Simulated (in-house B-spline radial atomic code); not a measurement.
**Kr¹⁰⁺: Hartree-Fock with and without relativity**

Aim: what relativity does to the energy, levels and radii of Kr¹⁰⁺.

The numbers are computed with in-house B-spline radial atomic code version 1 (Hartree-Fock averaged over the configuration, non-relativistic (point nucleus) and Dirac-Coulomb (finite nucleus); spherical all-electron atom at the radial basis limit), except any that are marked as measured or tabulated.

## Step 1: The system

- element: krypton (Z = 36)
- charge: +10
- electrons: 26
- configuration: [Ar] 3d8
- nucleus: point (non-relativistic run); Fermi, rms radius 4.188 fm (Dirac runs)

Outer shells as boxes (Hund's rule):

[Ar] 3d8
```
[Ar] core
3d [↑↓][↑↓][↑↓][↑ ][↑ ]
```

The boxes draw the filling by Hund's rule, which heavy ions in jj coupling don't follow; these runs average over all states of the configuration.

## Step 2: Non-relativistic run

Input settings:

```ini
Z = 36
electrons = 26.0
configuration = [Ar] 3d8
hamiltonian = nr
method = hf
spin_polarised = False
```

## Step 3: Dirac-Coulomb run

Input settings:

```ini
Z = 36
electrons = 26.0
configuration = [Ar] 3d8
hamiltonian = dirac
method = hf
spin_polarised = False
nucleus = fermi
rms_radius = 4.1884
mass_number = 84
atomic_mass = 83.91149772708
speed_of_light = 137.035999084
```

## Step 4: Dirac-Coulomb run in the lowest jj configuration, 1s2 2s2 2p6 3s2 3p6 3d-4 3d+4

In configurations, a minus sign after the shell means j = l − 1/2 and a plus sign j = l + 1/2; the count of electrons follows.

The settings differ from step 3 so:

```diff
@@ -2,3 +2,3 @@
 electrons = 26.0
-configuration = [Ar] 3d8
+configuration = 1s2 2s2 2p6 3s2 3p6 3d-4 3d+4
 hamiltonian = dirac
```

**Question.** How much does each shell's level and mean radius change with the Dirac Hamiltonian, and the total energy?

**Answer**, as computed:

Levels and radii; the Dirac values are averaged over j with the occupations as weights.

| shell | ε non-rel. (eV) | ε Dirac (eV) | <r> non-rel. (bohr) | <r> Dirac (bohr) | change of <r> (%) |
| --- | --- | --- | --- | --- | --- |
| 1s | -14382.7 | -14642.6 | 0.04244 | 0.04147 | -2.29 |
| 2s | -2128.17 | -2188.26 | 0.1870 | 0.1825 | -2.43 |
| 2p | -1941.13 | -1956.48 | 0.1616 | 0.1598 | -1.15 |
| 3s | -502.45 | -514.10 | 0.5253 | 0.5154 | -1.89 |
| 3p | -433.13 | -436.50 | 0.5250 | 0.5206 | -0.84 |
| 3d | -314.96 | -313.58 | 0.5090 | 0.5099 | +0.17 |

**Reading.** Relativity and the finite nucleus together change the total energy by -36.75 hartree (-1.4 %). The first-order mass-velocity and Darwin terms of the non-relativistic run add up to -34.69 hartree, 94 % of it. 2s shrinks most on the average over j, by -2.43 %, while 3d expands by 0.17 %, being screened better by the contracted inner s and p shells. Spin-orbit coupling splits the 3d level by 1.516 eV and the 2p level by 54.365 eV. The lowest jj configuration lies 1.273 eV below the average over the whole configuration. Breit terms add 1.41 hartree and QED terms 0.948 hartree.
